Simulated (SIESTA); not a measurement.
# In3Pt5: equation of state with LDA

In3Pt5:

```
Pt In
1.0
     4.11627    0.00000    0.00000
    -2.05813    3.56479    0.00000
     0.00000    0.00000   11.09572
Pt In
5 3
Direct
  0.00000 0.00000 0.00000
  0.33333 0.66667 0.87916
  0.33333 0.66667 0.37322
  0.33333 0.66667 0.62678
  0.33333 0.66667 0.12084
  0.66667 0.33333 0.76521
  0.66667 0.33333 0.23479
  0.00000 0.00000 0.50000
```

The cell comes from a database or a generator and needn't be the stable form of this composition.

```yaml
Program: SIESTA 5.4.2
Task: equation of state
Functional: LDA
Potentials_or_basis: PseudoDojo 0.4 standard (LDA files)
Basis: DZP (energy shift 0.003 Ry; two zetas on semicore shells)
Grid_cutoff: 800 Ry
Energy_shift: 0.003 Ry
k_mesh: 6 × 6 × 2
Occupations: fermi-dirac, width 0.05 eV
Spin: no spin polarisation
```

```
Equilibrium volume                        : 19.25 Å³/atom
Bulk modulus at fixed shape and positions : 163 GPa
Pressure derivative of the bulk modulus   : 5.2
```

Energy against volume, from the lowest point:
```
volume (Å³/atom)  energy (meV/atom)
          19.131               0.00
          19.538               1.84
          19.945              11.65
          20.352              28.44
          20.759              51.37
          21.166              79.67
          21.573             112.65
```

All runs of the series together: 25 min on 1 thread of Intel(R) Xeon(R) 6975P-C (Granite Rapids), with other jobs on the host.

Caveat: short orbitals over semicore shells can move pressures by several GPa; the cell was scaled at fixed shape and fractional positions, which overstates the stiffness of a crystal with free parameters, most of all of layers and chains; the basis of atomic orbitals isn't converged, which shifts pressures, moduli and gaps. Spin-orbit coupling is left out, which matters for the levels of Pt.
